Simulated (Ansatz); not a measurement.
# Mn2RuN3: the cost of one run

Program: Ansatz 0.2.0. Level of theory: DFT PBE, scalar-relativistic, plane waves, PAW. These are calculated values, not measurements.

**1. The structure to begin with**

The structure is hexagonal, space group P-6m2 (No. 187). Conventional cell: a = 3.465 Å, b = 3.465 Å, c = 8.208 Å, α = 90.00°, β = 90.00°, γ = 120.00°. Mn (site symmetry -6m2) is surrounded by 2 N at 1.41 Å. Mn (site symmetry -6m2) is surrounded by 3 N at 2.00 Å. Ru (site symmetry -6m2) has 3 Mn at 2.00 Å as nearest neighbours. N (site symmetry 3m) has 1 Mn at 1.41 Å as nearest neighbours. Around N (site symmetry -6m2) lie 3 Mn at 2.00 Å.

As a file:

```xyz
6
Lattice="3.4649 0.0000 0.0000 -1.7324 3.0007 0.0000 0.0000 0.0000 8.2082" Properties=species:S:1:pos:R:3 pbc="T T T"
Mn    0.0000    2.0004    4.1041
Mn    0.0000    2.0004    0.0000
Ru    1.7324    1.0002    4.1041
N     0.0000    2.0004    2.6940
N     0.0000    2.0004    5.5143
N     1.7324    1.0002    0.0000
```

A structure generator made this guess: random cell by space group and Wyckoff sites (P-6m2, No. 187). The dimensions are guesses.

**2. The guess as it stands, on a coarse mesh**

input.yaml

```yaml
crystal:
  lattice:
    - [3.46486034, 0.0, 0.0]
    - [-1.73243017, 3.00065708, 0.0]
    - [0.0, 0.0, 8.20824378]
  atoms:
    - { symbol: Mn, position: [0.33333333, 0.66666667, 0.5], spin: 4.0 }
    - { symbol: Mn, position: [0.33333333, 0.66666667, 0.0], spin: 4.0 }
    - { symbol: Ru, position: [0.66666667, 0.33333333, 0.5], spin: 1.0 }
    - { symbol: "N", position: [0.33333333, 0.66666667, 0.32820522] }
    - { symbol: "N", position: [0.33333333, 0.66666667, 0.67179478] }
    - { symbol: "N", position: [0.66666667, 0.33333333, 0.0] }
basis:
  ecutwfc: 420
kpoints:
  mp_grid: { grid: [6, 6, 2] }
hamiltonian:
  xc: pbe
scf:
  occupations: { method: gaussian, width: 0.1 }
  lower_state_search: "off"
output:
  forces: true
  stress: true
  eigenvalues: true
  populations: true
magnetization:
  spin_polarized: true
```

Started as:

```console
$ ansatz run input.yaml --threads 1 --pin off --max-ram 2560MiB --backend cpu --events-out ev --progress --plain --runs-dir out
```

What time and memory should one allow on 1 thread of Intel Xeon 6975P-C (Granite Rapids), shared host?

About 15 s, with a peak of 0.42 GiB.
